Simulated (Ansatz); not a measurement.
This script drives the Ansatz DFT code, driven from Python.

Script `bde.py`:
```python
'''Cost of removing each kind of hydrogen from CH4AlFSi, fragments frozen.'''

import ansatz as az


def energy(molecule, charge=0, unpaired=0):
    calc = molecule.calculation().basis(gaussian='cc-pVTZ').functional('PBE')
    if charge:
        calc = calc.charge(charge)
    if unpaired:
        calc = calc.spin('collinear', total=unpaired)
    return calc.run(threads=1, backend='cpu').report['free_energy_ev']

GEOMETRY = '''
F    -0.33190    1.10670   -1.62420
C    -0.73980    0.41080   -0.52450
Al    0.29570    0.84550    1.05030
Si    0.39250   -1.10190   -0.32680
H    -1.82470    0.24840   -0.41430
H     0.80540    1.78000    2.27760
H     1.65060   -1.15160   -0.99500
H    -0.15570   -2.19490    0.50110
'''

def without(molecule, index):
    rest = az.Crystal.molecule()
    for i, site in enumerate(molecule.cartesian_sites):
        if i != index:
            rest = rest.atom(site.symbol, site.position_ang)
    return rest


def main() -> None:
    system = az.Crystal.molecule()
    for line in GEOMETRY.strip().splitlines():
        symbol, *xyz = line.split()
        system = system.atom(symbol, [float(v) for v in xyz])

    whole = energy(system, 0)
    hydrogen = energy(az.Crystal.molecule().atom('H', (0, 0, 0)), 0, 1)
    print(f'E(molecule) = {whole:.5f} eV, E(H) = {hydrogen:.5f} eV')
    for index in [4, 5, 7]:
        radical = energy(without(system, index), 0, 1)
        print(f'H{index}: homolysis {23.060548 * (radical + hydrogen - whole):.1f} kcal/mol')


if __name__ == '__main__':
    main()
```

It is started by `python bde.py`. Estimate its wall time and peak memory on 1 thread of Arm Neoverse V1 (shared host).

It took about 40 s, with a peak of 0.36 GiB, for 5 runs of the engine.

```console
$ python bde.py
E(molecule) = -18280.52066 eV, E(H) = -13.59534 eV
H4: homolysis 85.6 kcal/mol
H5: homolysis 66.8 kcal/mol
H7: homolysis 71.8 kcal/mol
```

Total energies depend on the basis set; only differences at equal settings carry meaning. The geometry is a force-field or estimated start, not a minimum of this method, and the basis set is short of its limit. All parts are taken at fixed geometry, without zero-point energy. This functional overbinds, so such energies come out a few per cent too high (LDA far more).
